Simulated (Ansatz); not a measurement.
# TmSb2Cl2: the cost of one run

Program: Ansatz 0.2.0. Level of theory: DFT PBE, scalar-relativistic, plane waves, PAW; 4f electrons in the core of a trivalent norm-conserving potential. These are calculated values, not measurements.

## (1) The starting structure

Symmetry: P-3m1, No. 164, trigonal system. Conventional cell: a = 4.915 Å, b = 4.915 Å, c = 7.714 Å, α = 90.00°, β = 90.00°, γ = 120.00°. Tm (site symmetry -3m) is surrounded by 6 Cl at 3.47 Å and 6 Sb at 3.94 Å. Sb (site symmetry 3m) is surrounded by 4 Cl at 2.93 to 2.99 Å. Cl (site symmetry 3m) is surrounded by 4 Sb at 2.93 to 2.99 Å and 3 Tm at 3.47 Å.

Structure file:

```cif
data_structure
_symmetry_space_group_name_H-M 'P 1'
_symmetry_Int_Tables_number 1
_cell_length_a 4.9148
_cell_length_b 4.9148
_cell_length_c 7.7145
_cell_angle_alpha 90.000
_cell_angle_beta 90.000
_cell_angle_gamma 120.000
_cell_volume 161.38
loop_
_atom_site_label
_atom_site_type_symbol
_atom_site_fract_x
_atom_site_fract_y
_atom_site_fract_z
_atom_site_occupancy
Tm1 Tm 0.00000 0.00000 0.00000 1
Sb1 Sb 0.33333 0.66667 0.64590 1
Sb2 Sb 0.66667 0.33333 0.35410 1
Cl1 Cl 0.33333 0.66667 0.25850 1
Cl2 Cl 0.66667 0.33333 0.74150 1
```

Recipe of the guess: species swapped into a database cell of DyAl2Si2 (P-3m1, No. 164), with Tm on the Dy sites, Sb on the Al sites and Cl on the Si sites. Lengths come from tabulated atomic sizes and are only a guess.

## (2) Probe: one point on a coarse mesh

input.yaml reads:

```yaml
crystal:
  lattice:
    - [4.91476385, 0.0, 0.0]
    - [-2.45738192, 4.25631035, 0.0]
    - [0.0, 0.0, 7.71447348]
  atoms:
    - { symbol: Tm, position: [0.0, 0.0, 0.0] }
    - { symbol: Sb, position: [0.33333333, 0.66666667, 0.64590001] }
    - { symbol: Sb, position: [0.66666667, 0.33333333, 0.35409999] }
    - { symbol: Cl, position: [0.33333333, 0.66666667, 0.25850001] }
    - { symbol: Cl, position: [0.66666667, 0.33333333, 0.74149999] }
basis:
  ecutwfc: 690
kpoints:
  mp_grid: { grid: [6, 6, 2] }
hamiltonian:
  xc: pbe
  pseudopotentials:
    kind: paw
    azcp: { Tm: "pseudopotentials/pbe/nc/lanthanide_3plus/Tm.nc.azcp" }
scf:
  occupations: { method: gaussian, width: 0.1 }
  lower_state_search: "off"
output:
  forces: true
  stress: true
  eigenvalues: true
```

Command:

```console
$ ansatz run input.yaml --threads 1 --pin off --max-ram 2560MiB --backend cpu --events-out ev --progress --plain --runs-dir out
```

**Question.** How long does this run take on 1 thread of Arm Neoverse V2, shared host, and how much memory does it need?

About 9 s, with a peak of 0.51 GiB.
